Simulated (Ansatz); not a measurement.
# TiAl: the cost of one run

Computed with Ansatz 0.2.0 (DFT r2SCAN, scalar-relativistic, plane waves, PAW, unless a step's input says otherwise).

### Step 1. The system as given

The structure is cubic, space group Pm-3m (No. 221). Conventional cell: a = 3.179 Å, b = 3.179 Å, c = 3.179 Å, α = 90.00°, β = 90.00°, γ = 90.00°. Ti (site symmetry m-3m) is surrounded by 8 Al at 2.75 Å. Al (site symmetry m-3m) is surrounded by 8 Ti at 2.75 Å.

As a file:

```cif
data_structure
_symmetry_space_group_name_H-M 'Pm-3m'
_symmetry_Int_Tables_number 221
_cell_length_a 3.1791
_cell_length_b 3.1791
_cell_length_c 3.1791
_cell_angle_alpha 90.000
_cell_angle_beta 90.000
_cell_angle_gamma 90.000
_cell_volume 32.13
loop_
_atom_site_label
_atom_site_type_symbol
_atom_site_symmetry_multiplicity
_atom_site_Wyckoff_symbol
_atom_site_fract_x
_atom_site_fract_y
_atom_site_fract_z
_atom_site_occupancy
Ti1 Ti 1 a 0.00000 0.00000 0.00000 1
Al1 Al 1 b 0.50000 0.50000 0.50000 1
```

It goes back to an entry of the Materials Project, which need not be the stable form.

No relaxation comes first: the listed cell is the starting point.

### Step 2. Zero of energy

Reference values: F = -3045.4169 eV; pressure -0.80 GPa; largest force 0.000 eV/Å; gap on the mesh none (metal). It was computed beforehand with the settings of the runs below.

### Step 3. Next: a trigonal deformation path

At fixed volume and fractional coordinates, lengths along (0.577, 0.577, 0.577) are scaled against those across it; ρ is that ratio over its starting value.

### Step 4. Point ρ = 0.500

Contents of input.yaml:

```yaml
crystal:
  lattice:
    - [3.3378080438, -0.6675616088, -0.6675616088]
    - [-0.6675616088, 3.3378080438, -0.6675616088]
    - [-0.6675616088, -0.6675616088, 3.3378080438]
  atoms:
    - { symbol: Ti, position: [0.0, 0.0, 0.0] }
    - { symbol: Al, position: [0.5, 0.5, 0.5] }
basis:
  ecutwfc: 500
kpoints:
  mp_grid: { grid: [16, 16, 16] }
hamiltonian:
  xc: r2scan
scf:
  occupations: { method: gaussian, width: 0.15 }
output:
  forces: true
  stress: true
  eigenvalues: true
```

Command:

```console
$ ansatz run input.yaml --threads 1 --pin off --max-ram 2560MiB --backend cpu --events-out ev --progress --plain --runs-dir out
```

Q: Estimate wall time and peak memory on 1 thread of Intel Xeon at 2.50GHz (Skylake/Cascade Lake), shared host.

About 49 s, with a peak of 0.56 GiB.
